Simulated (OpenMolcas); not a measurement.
**ZrO2 (zirconia) at HF/def2-SVP (Cholesky decomposition, core potential)**

What is the vertical ionisation energy of ZrO2 (zirconia) at HF/def2-SVP (Cholesky decomposition, core potential)? 

The results are computed with OpenMolcas 26.06.

## Step 1: The structure to begin with

ZrO2 has 3 atoms, charge 0, and is taken as a singlet. As SMILES, `[O]=[Zr]=[O]`. The coordinates come from a PBE0-D4/def2-TZVP relaxation.

Bond lengths: O1–Zr2 1.761 Å, Zr2–O3 1.761 Å. Angles: O1–Zr2–O3 107.9°.

## Step 2: The energy at HF/def2-SVP (Cholesky decomposition, core potential)

Contents of mol.xyz:

```xyz
3

O      0.654500     1.252500     0.388400
Zr     0.348500    -0.481700     0.351800
O     -1.003000    -0.770800    -0.740100
```

Contents of job.input:

```
&gateway
 baslib=$CurrDir
 coord=mol.xyz
 basis=def2-SVP
 group=NoSym

&seward
 low

&scf
 prorbitals=0
```

The basis set def2-SVP is read from a file made from the Basis Set Exchange's data (not shown).

On the command line:

```
$ export MOLCAS_MEM=1860
$ pymolcas job.input > job.log
```

Output:

```text
--- Start Module: gateway ---
[...]
--- Stop Module: gateway /rc=_RC_ALL_IS_WELL_ ---
--- Start Module: seward ---
[...]
      Basis functions           59
--- Stop Module: seward /rc=_RC_ALL_IS_WELL_ ---
--- Start Module: scf ---
[...]
       Convergence after  14 Iterations
[...]
::    Total SCF energy                               -196.1241533690
[...]
      Total spin, S                                     0.0000000000
[...]
      Total electronic charge=   28.000000
      Total            charge=   -0.000000
[...]
      Dipole Moment (debye):
      Origin of the operator (angstrom)=    0.2113   -0.2921    0.2133
                   X=  4.7786E+00               Y= -6.6048E+00               Z=  4.8236E+00           Total=  9.4724E+00
      Quadrupole Moment (debye*angstrom):
[...]
--- Stop Module: scf /rc=_RC_ALL_IS_WELL_ ---
[...]
```

It took 2.6 s on 1 thread of Intel Xeon Platinum 8259CL at 2.50GHz (Skylake/Cascade Lake), shared host; peak memory 0.093 GiB.

## Step 3: The doublet cation at the same level

mol.xyz is that of step 2.

Contents of job.input:

```
* O2Zr Hartree-Fock

&gateway
 baslib = $CurrDir
 coord = mol.xyz
 basis = def2-SVP
 group = NoSym

&seward
 low

&scf
 uhf
 charge = 1
 spin = 2
 prorbitals = 0
```

The basis set def2-SVP is read from a file made from the Basis Set Exchange's data (not shown).

On the command line:

```
$ export MOLCAS_MEM=1860
$ pymolcas job.input > job.log
```

Output:

```text
--- Start Module: gateway ---
[...]
--- Stop Module: gateway /rc=_RC_ALL_IS_WELL_ ---
--- Start Module: seward ---
[...]
      Basis functions           59
--- Stop Module: seward /rc=_RC_ALL_IS_WELL_ ---
--- Start Module: scf ---
[...]
       Convergence after  24 Iterations
[...]
::    Total SCF energy                               -195.8499717547
[...]
      Total spin, S                                     0.6543028447
[...]
      Total electronic charge=   27.000000
      Total            charge=    1.000000
[...]
      Dipole Moment (debye):
      Origin of the operator (angstrom)=    0.2113   -0.2921    0.2133
                   X=  3.4830E+00               Y= -4.8141E+00               Z=  3.5158E+00           Total=  6.9042E+00
      Center of Charge (angstrom)
[...]
--- Stop Module: scf /rc=_RC_ALL_IS_WELL_ ---
[...]
```

Run time: 4.2 s. Hardware: 1 thread of Intel Xeon Platinum 8259CL at 2.50GHz (Skylake/Cascade Lake), shared host; peak memory 0.093 GiB.

## Step 4: What came out

Level: HF/def2-SVP (Cholesky decomposition, core potential).

```
                                          quantity          value
                        singlet ZrO2: total energy  -196.12415 Eh
                       singlet ZrO2: dipole moment         9.47 D
                         singlet ZrO2: HOMO energy      -10.40 eV
                         singlet ZrO2: LUMO energy       -1.12 eV
                       singlet ZrO2: HOMO–LUMO gap        9.27 eV
                      doublet cation: total energy  -195.84997 Eh
doublet cation: HOMO energy (highest over α and β)      -16.43 eV
 doublet cation: LUMO energy (lowest over α and β)       -6.08 eV
                              doublet cation: ⟨S²⟩          1.082
vertical ionisation energy (to the doublet cation)       7.461 eV
```

What this shows: The vertical ionisation energy comes to 7.46 eV (720 kJ/mol). The negative HOMO energy of the first species, 10.40 eV, lies 2.94 eV above that difference. ⟨S²⟩ (doublet cation) is 1.08 where a pure doublet has 0.75: the reference is spin-contaminated. Mulliken charges (doublet cation) run from -0.28 on O3 to +1.56 on Zr2.
